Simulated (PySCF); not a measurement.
# C₅H₉N₃Si: magnetic properties

Wanted: magnetic properties for C₅H₉N₃Si (`C=CCn1ncc([SiH3])n1`).

Computed with PySCF 2.14.0 and routines of our own; the level stands in each step. Atoms count from 0.

## Step 1: The starting structure

18 atoms, charge 0, multiplicity 1; geometry from: GFN2-xTB.

## Step 2: Magnetic properties: GIAO B3LYP/pcSseg-1

Job settings and geometry (Å):

```
{"job": {"kind": "mag", "xc": "B3LYP", "basis": "pcSseg-1", "isotopologues": 0}, "charge": 0, "multiplicity": 1}
C     -3.326935    -0.192415    -0.876738
C     -2.500577    -0.306141     0.144164
C     -1.581165     0.787433     0.607248
N     -0.229913     0.307876     0.698036
N      0.175486    -0.474135     1.670587
C      1.443418    -0.719280     1.387911
C      1.779849    -0.048431     0.199822
Si     3.388015     0.030431    -0.752698
N      0.679156     0.588374    -0.199066
H     -3.976919    -0.996961    -1.174250
H     -3.395283     0.715713    -1.453047
H     -2.433921    -1.220664     0.717547
H     -1.584057     1.625321    -0.091673
H     -1.884419     1.127348     1.603674
H      2.051642    -1.336604     2.015690
H      3.193218    -0.553621    -2.080098
H      3.826560     1.421639    -0.864800
H      4.367086    -0.749567     0.009375
```

With the program's defaults for keys left out, this is: GIAO B3LYP/pcSseg-1 magnetisability, rotational g tensor and spin-rotation constants, non-relativistic, gas phase.

Launch:

```console
> OMP_NUM_THREADS=1 python excited_run.py task.json out
```

This one command runs all jobs of the session in turn.

What it wrote:

```text
coarse grid: 15824 points
cycle   1  E = -649.4715961011  dE =  1.455e+00  |g| = 5.684e-01  |ddm| = 3.997e+00
cycle   2  E = -649.3454169653  dE =  1.262e-01  |g| = 9.853e-01  |ddm| = 1.137e+00
cycle   3  E = -649.5394474680  dE = -1.940e-01  |g| = 1.537e-01  |ddm| = 7.546e-01
cycle   4  E = -649.5442256748  dE = -4.778e-03  |g| = 6.692e-02  |ddm| = 1.846e-01
cycle   5  E = -649.5452499042  dE = -1.024e-03  |g| = 1.940e-02  |ddm| = 5.917e-02
cycle   6  E = -649.5453208053  dE = -7.090e-05  |g| = 4.900e-03  |ddm| = 1.492e-02
cycle   7  E = -649.5453257681  dE = -4.963e-06  |g| = 1.772e-03  |ddm| = 4.767e-03
final grid: 149296 points
cycle   8  E = -649.6105429215  dE = -3.157e-05  |g| = 6.737e-03  |ddm| = 2.623e-02
cycle   9  E = -649.6105269140  dE =  1.601e-05  |g| = 1.079e-02  |ddm| = 1.467e-02
cycle  10  E = -649.6105528248  dE = -2.591e-05  |g| = 2.473e-03  |ddm| = 9.868e-03
cycle  11  E = -649.6105542023  dE = -1.377e-06  |g| = 2.454e-04  |ddm| = 2.024e-03
cycle  12  E = -649.6105542113  dE = -9.090e-09  |g| = 1.442e-04  |ddm| = 2.877e-04
cycle  13  E = -649.6105542157  dE = -4.405e-09  |g| = 4.039e-05  |ddm| = 1.240e-04
cycle  14  E = -649.6105542161  dE = -3.067e-10  |g| = 1.614e-05  |ddm| = 4.101e-05
converged SCF energy = -649.6105542161

Magnetisability tensor (1e-30 J/T^2)
    -1190.76     -158.19      -29.34
     -158.19    -1505.38     -369.68
      -29.34     -369.68    -1309.20
isotropic -1335.11   principal values   -1822.60  -1189.19   -993.56
isotropic susceptibility -80.402 1e-6 cm^3/mol

Inertial axes            a          b          c
rot. const./GHz      3.4827     0.6910     0.6221
chi total           -71.353    -69.625   -100.229
chi diamagnetic    -478.926  -1864.698  -2052.535
chi paramagnetic    407.573   1795.073   1952.306
quadrupole/D A        7.401     -5.912     -1.488
g nuclear            0.6012     0.5717     0.5688
g electronic        -0.6669    -0.5827    -0.5706
g total             -0.0656    -0.0110    -0.0018

Spin-rotation constants (kHz, H = +C I.J)
atom  isotope        aa         bb         cc
  3    14N        0.724      0.099      0.073
  4    14N        0.848      0.151      0.061
  8    14N        1.022      0.140      0.058
  9     1H       -0.162     -0.075      0.015
 10     1H       -0.377     -0.007     -0.005
 11     1H       -0.346     -0.013      0.004
 12     1H       -0.349     -0.007     -0.020
 13     1H       -0.247     -0.008     -0.034
 14     1H       -0.128      0.010     -0.043
 15     1H       -0.316     -0.002     -0.027
 16     1H       -0.274     -0.056      0.014
 17     1H       -0.095     -0.027     -0.047
  0    13C*       0.793      0.196      0.255
  1    13C*       0.887      0.223      0.278
  2    13C*       0.679      0.157      0.138
  5    13C*       1.355      0.279      0.154
  6    13C*       1.564      0.249      0.126
  7   29Si*      -1.815     -0.380     -0.343
* in the singly substituted isotopologue
```

It took 35 s on 1 thread of Intel Xeon 6975P-C, shared host; peak memory 0.91 GiB.

From this job:

| quantity | value |
| --- | --- |
| magnetisability | -1335·10⁻³⁰ J/T² |
| molar susceptibility | -80.4·10⁻⁶ cm³/mol |
| rotational g (a, b, c) | -0.0656, -0.0110, -0.0018 |

## Step 3: Magnetic properties: GIAO mPW1PW91/def2-SVP

The job, as its differences from that of step 2:

```diff
@@ -1,2 +1,2 @@
-{"job": {"kind": "mag", "xc": "B3LYP", "basis": "pcSseg-1", "isotopologues": 0}, "charge": 0, "multiplicity": 1}
+{"job": {"kind": "mag", "xc": "mPW1PW91", "basis": "def2-SVP"}, "charge": 0, "multiplicity": 1}
 C     -3.326935    -0.192415    -0.876738
```

Method: GIAO mPW1PW91/def2-SVP magnetisability, rotational g tensor and spin-rotation constants, non-relativistic, gas phase.

What it wrote:

```text
coarse grid: 15824 points
cycle   1  E = -649.0562221889  dE =  1.462e+00  |g| = 5.301e-01  |ddm| = 4.640e+00
cycle   2  E = -648.9592386171  dE =  9.698e-02  |g| = 8.756e-01  |ddm| = 1.224e+00
cycle   3  E = -649.1182794692  dE = -1.590e-01  |g| = 1.163e-01  |ddm| = 8.014e-01
cycle   4  E = -649.1209888695  dE = -2.709e-03  |g| = 5.763e-02  |ddm| = 1.747e-01
cycle   5  E = -649.1217779588  dE = -7.891e-04  |g| = 1.534e-02  |ddm| = 5.916e-02
cycle   6  E = -649.1218257543  dE = -4.780e-05  |g| = 3.439e-03  |ddm| = 1.479e-02
cycle   7  E = -649.1218282666  dE = -2.512e-06  |g| = 1.528e-03  |ddm| = 4.532e-03
final grid: 149296 points
cycle   8  E = -649.2022596853  dE = -2.472e-05  |g| = 5.604e-03  |ddm| = 2.733e-02
cycle   9  E = -649.2022509437  dE =  8.742e-06  |g| = 8.374e-03  |ddm| = 1.408e-02
cycle  10  E = -649.2022672883  dE = -1.634e-05  |g| = 1.775e-03  |ddm| = 9.184e-03
cycle  11  E = -649.2022680392  dE = -7.509e-07  |g| = 1.746e-04  |ddm| = 1.777e-03
cycle  12  E = -649.2022680430  dE = -3.763e-09  |g| = 1.199e-04  |ddm| = 2.406e-04
cycle  13  E = -649.2022680462  dE = -3.171e-09  |g| = 1.921e-05  |ddm| = 1.098e-04
cycle  14  E = -649.2022680462  dE = -5.639e-11  |g| = 1.192e-05  |ddm| = 2.878e-05
converged SCF energy = -649.2022680462

Magnetisability tensor (1e-30 J/T^2)
    -1192.02     -154.69      -26.51
     -154.69    -1512.35     -370.74
      -26.51     -370.74    -1321.67
isotropic -1342.01   principal values   -1830.20  -1194.38  -1001.46
isotropic susceptibility -80.818 1e-6 cm^3/mol

Inertial axes            a          b          c
rot. const./GHz      3.4827     0.6910     0.6221
chi total           -71.455    -70.317   -100.682
chi diamagnetic    -476.744  -1862.902  -2050.634
chi paramagnetic    405.289   1792.586   1949.952
quadrupole/D A        7.024     -5.634     -1.389
g nuclear            0.6012     0.5717     0.5688
g electronic        -0.6631    -0.5819    -0.5699
g total             -0.0619    -0.0102    -0.0011

Spin-rotation constants (kHz, H = +C I.J)
atom  isotope        aa         bb         cc
  3    14N        0.659      0.089      0.064
  4    14N        0.781      0.138      0.054
  8    14N        0.951      0.127      0.050
  9     1H       -0.164     -0.076      0.015
 10     1H       -0.383     -0.007     -0.005
 11     1H       -0.353     -0.013      0.004
 12     1H       -0.350     -0.007     -0.021
 13     1H       -0.250     -0.009     -0.034
 14     1H       -0.133      0.008     -0.044
 15     1H       -0.318     -0.003     -0.028
 16     1H       -0.276     -0.057      0.014
 17     1H       -0.098     -0.027     -0.047
  0    13C*       0.697      0.178      0.228
  1    13C*       0.775      0.198      0.249
  2    13C*       0.579      0.137      0.121
  5    13C*       1.236      0.253      0.133
  6    13C*       1.414      0.226      0.109
  7   29Si*      -1.552     -0.322     -0.295
* in the singly substituted isotopologue
```

It took 25 s on 1 thread of Intel Xeon 6975P-C, shared host; peak memory 0.8 GiB.

In short:

| quantity | value |
| --- | --- |
| magnetisability | -1342·10⁻³⁰ J/T² |
| molar susceptibility | -80.8·10⁻⁶ cm³/mol |
| rotational g (a, b, c) | -0.0619, -0.0102, -0.0011 |

## Step 4: The levels compared

| level | ξ (10⁻³⁰ J/T²) | g(a) | g(b) | gap (eV) | functions | time |
| --- | --- | --- | --- | --- | --- | --- |
| GIAO B3LYP/pcSseg-1 | -1335 | -0.0656 | -0.0110 | 6.77 | 205 | 35 s |
| GIAO mPW1PW91/def2-SVP | -1342 | -0.0619 | -0.0102 | 7.29 | 175 | 25 s |

## Step 5: Results

| quantity | value |
| --- | --- |
| magnetisability (step 2, GIAO B3LYP/pcSseg-1) | -1335·10⁻³⁰ J/T² |
| molar susceptibility (step 2, GIAO B3LYP/pcSseg-1) | -80.4·10⁻⁶ cm³/mol |
| rotational g (a, b, c) (step 2, GIAO B3LYP/pcSseg-1) | -0.0656, -0.0110, -0.0018 |
| magnetisability over the levels | -1342 to -1335·10⁻³⁰ J/T² |

The magnetisability spreads by 0.5 % over 2 levels, from GIAO mPW1PW91/def2-SVP (25 s) to GIAO B3LYP/pcSseg-1 (35 s); the runs took 25 s to 35 s. Two levels can agree by chance, so this spread shows no convergence. Vibrational averaging and real surroundings are missing from these values.
